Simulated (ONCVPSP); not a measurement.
**An ONCV potential for Cu, from input to tests**

Task: generate the file, and judge it by its errors in other configurations, its logarithmic derivatives, its ghosts and its cutoff.

Method: ONCVPSP 4.0.1.1 (patched build), PBE, scalar-relativistic.

## 1. The atom and the settings

Typed settings, in words:

```json
{
  "element": "copper (Cu, Z = 29)",
  "type": "optimised norm-conserving Vanderbilt (ONCV)",
  "frozen core": "[Ar]",
  "valence charge": "11",
  "reference configuration": "3d10 4s1",
  "partial waves": "4s: rc 2.10 bohr, ncon 4, nbas 8, qcut 2.6 1/bohr, 2 projectors, debl 2.9 Ha; p scattering state at 0.13 Ha: rc 1.60 bohr, ncon 3, nbas 7, qcut 4.1 1/bohr, 2 projectors, debl 0.6 Ha; 3d: rc 1.20 bohr, ncon 4, nbas 8, qcut 15.1 1/bohr, 2 projectors, debl 3.5 Ha",
  "local potential": "polynomial inside 1.05 bohr (lpopt 2, dvloc0 6 Ha)",
  "core correction": "not asked for"
}
```

The outer shells as boxes (Hund's rule for the drawing; the calculation is spin-unpolarised):

```
[Ar] core
3d [↑↓][↑↓][↑↓][↑↓][↑↓]
4s [↑ ]
```

## 2. The generation run

Input file Cu.dat:

```
# ATOM AND REFERENCE CONFIGURATION
# atsym  z   nc   nv     iexc    psfile
  Cu 29.00    5    2        4      upf
#
#   n    l    f
    1    0    2.00
    2    0    2.00
    2    1    6.00
    3    0    2.00
    3    1    6.00
    3    2   10.00
    4    0    1.00
#
# PSEUDOPOTENTIAL AND OPTIMIZATION
# lmax
    2
#
#   l,   rc,      ep,       ncon, nbas, qcut
    0    2.10    0.00    4    8    2.60
    1    1.60    0.13    3    7    4.10
    2    1.20    0.00    4    8   15.10
#
# LOCAL POTENTIAL
# lloc, lpopt,  rc(5),   dvloc0
    4    2    1.05    6.00
#
# VANDERBILT-KLEINMAN-BYLANDER PROJECTORs
# l, nproj, debl
    0    2    2.90
    1    2    0.60
    2    2    3.50
#
# MODEL CORE CHARGE
# icmod, fcfact, rcfact
    0    0.00    0.00
#
# LOG DERIVATIVE ANALYSIS
# epsh1, epsh2, depsh
   -2.00    5.00    0.02
#
# OUTPUT GRID
# rlmax, drl
    6.00    0.01
#
# TEST CONFIGURATIONS
# ncnf
    4
# nvcnf
#   n    l    f
    2
    3    2   10.00
    4    0    0.00
#
    2
    3    2    9.00
    4    0    0.00
#
    2
    3    2    8.00
    4    0    0.00
#
    2
    3    2    9.00
    4    0    2.00
#
```

Command:

```
$ oncvpsp.x < Cu.dat > Cu.out
```

Q: Predict the outcome of this session. Wanted: cutoffs for 1 and 0.1 mHa per electron, occupied waves; bound ghosts; GHOST(+) flags; largest test error; largest phase difference near zero energy, channels read.

The runs gave:

| quantity | value |
| --- | --- |
| cutoffs for 1 and 0.1 mHa per electron, occupied waves | 78 Ha and 88 Ha |
| bound ghosts | p at -55.95 eV |
| GHOST(+) flags | none at low energy |
| largest test error (AE − PS) | -49 meV, for 3d9 4s2 (1 test unsolved) |
| largest phase difference near zero energy, channels read | 0.001 rad |

A bound ghost (p) makes it unfit for use: electrons can fall into a state that the atom doesn't have. The worst unpolarised test, 3d9 4s2, is off by 49 meV on 2.0 eV; by total energies transferability rates as fair where solved. Of the tests 1 gave no usable energy difference, which is a warning in itself. By its cutoff, 78 Ha for the looser tolerance, it is very hard. At the looser tolerance the 3d wave is the slowest; 4s needs 10 Ha. Near zero energy the phases of the channels with partial waves agree within 0.001 rad. All of this concerns the isolated atom, not yet a solid.
